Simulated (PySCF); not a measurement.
# BLYP/def2-SVP run of [BF4]− (SMILES F[B-](F)(F)F)

Aim: the vertical ionisation energy of [BF4]− at BLYP/def2-SVP, from 2 runs. Input form: a Python script.

The results are computed with PySCF 2.14.0.

### Step 1. The structure to begin with

The species is [BF4]− (5 atoms), meant as a singlet with charge -1. As SMILES, `F[B-](F)(F)F`. The coordinates come from a PBE0-D4/def2-TZVPD relaxation.

Bond lengths: F1–B2 1.406 Å, B2–F3 1.406 Å, B2–F4 1.406 Å, B2–F5 1.406 Å. Angles: F1–B2–F3 109.5°, F1–B2–F4 109.5°, F1–B2–F5 109.5°, F3–B2–F4 109.5°, F3–B2–F5 109.5°, F4–B2–F5 109.5°.

### Step 2. The energy at BLYP/def2-SVP

job.py reads:

```python
from pyscf import gto, dft

mol = gto.M(
    atom=[
    ('F', (-0.057100, -0.040200, 1.404000)),
    ('B', (0.000000, 0.000000, 0.000100)),
    ('F', (0.948900, -0.931000, -0.457200)),
    ('F', (-1.262500, -0.319100, -0.529700)),
    ('F', (0.370700, 1.290300, -0.417200)),
],
    verbose=3,
    spin=0,
    max_memory=1860,
    charge=-1,
    basis='def2-svp',
)

mf = dft.RKS(mol)
mf.xc = 'blyp'
mf.conv_tol = 1e-10
mf.grids.level = 7
mf.kernel()
if not mf.converged:
    mf = mf.newton().run(mf.mo_coeff, mf.mo_occ)

e_tot = mf.e_tot
print('Final energy', e_tot)
```

Started as:

```sh
OMP_NUM_THREADS=1 python job.py
```

The log of the run:

```text
converged SCF energy = -424.140395904234
Final energy -424.1403959042336
```

It took 18 s on 1 thread of Arm Neoverse V1, shared host; peak memory 0.37 GiB.

### Step 3. Doublet neutral BF4, same level

geometry.xyz reads:

```xyz
5
BF4
F     -0.057100    -0.040200     1.404000
B      0.000000     0.000000     0.000100
F      0.948900    -0.931000    -0.457200
F     -1.262500    -0.319100    -0.529700
F      0.370700     1.290300    -0.417200
```

calc.py reads:

```python
from pyscf import gto, dft

molecule = gto.M(
    atom='geometry.xyz',
    verbose=3,
    spin=1,
    basis='def2-svp',
    max_memory=1860,
)

calc0 = dft.UKS(molecule, xc='blyp')
calc0.grids.level = 7
calc0.conv_tol = 1e-10
calc0.kernel()
if not calc0.converged:
    calc0 = calc0.newton().run(calc0.mo_coeff, calc0.mo_occ)

etot = calc0.e_tot
print('E(%s) = %.9f' % ('BLYP', etot))
```

Started as:

```sh
OMP_NUM_THREADS=1 python calc.py
```

The log of the run:

```text
WARN: HOMO -0.193507185979319 >= LUMO -0.193032433306053

WARN: HOMO -0.359631665699376 >= LUMO -0.359041550997399

WARN: HOMO -0.35952312559634 >= LUMO -0.359231814178106

WARN: HOMO -0.359626246364318 >= LUMO -0.358808039540645

SCF not converged.
SCF energy = -423.934145739134 after 50 cycles  <S^2> = 0.75141272  2S+1 = 2.0014122
converged SCF energy = -423.934145754009  <S^2> = 0.75141272  2S+1 = 2.0014122
E(BLYP) = -423.934145754
```

Run time: 1.9 min. Hardware: 1 thread of Arm Neoverse V1, shared host; peak memory 0.83 GiB.

### Step 4. Results

Level: BLYP/def2-SVP.

```
                                                             quantity          value
                                         singlet [BF4]−: total energy  -424.14040 Eh
                                          singlet [BF4]−: HOMO energy       -1.50 eV
                                          singlet [BF4]−: LUMO energy        8.87 eV
singlet [BF4]−: HOMO–LUMO gap (to an unbound level, set by the basis)       10.37 eV
                                    doublet neutral BF4: total energy  -423.93415 Eh
                                   doublet neutral BF4: dipole moment         0.00 D
              doublet neutral BF4: HOMO energy (highest over α and β)       -9.82 eV
               doublet neutral BF4: LUMO energy (lowest over α and β)       -9.74 eV
                                            doublet neutral BF4: ⟨S²⟩          0.751
                  vertical detachment energy (to the doublet neutral)       5.612 eV
```

In words: The vertical ionisation energy comes to 5.61 eV (542 kJ/mol). The negative HOMO energy of the first species, 1.50 eV, lies 4.12 eV below that difference.
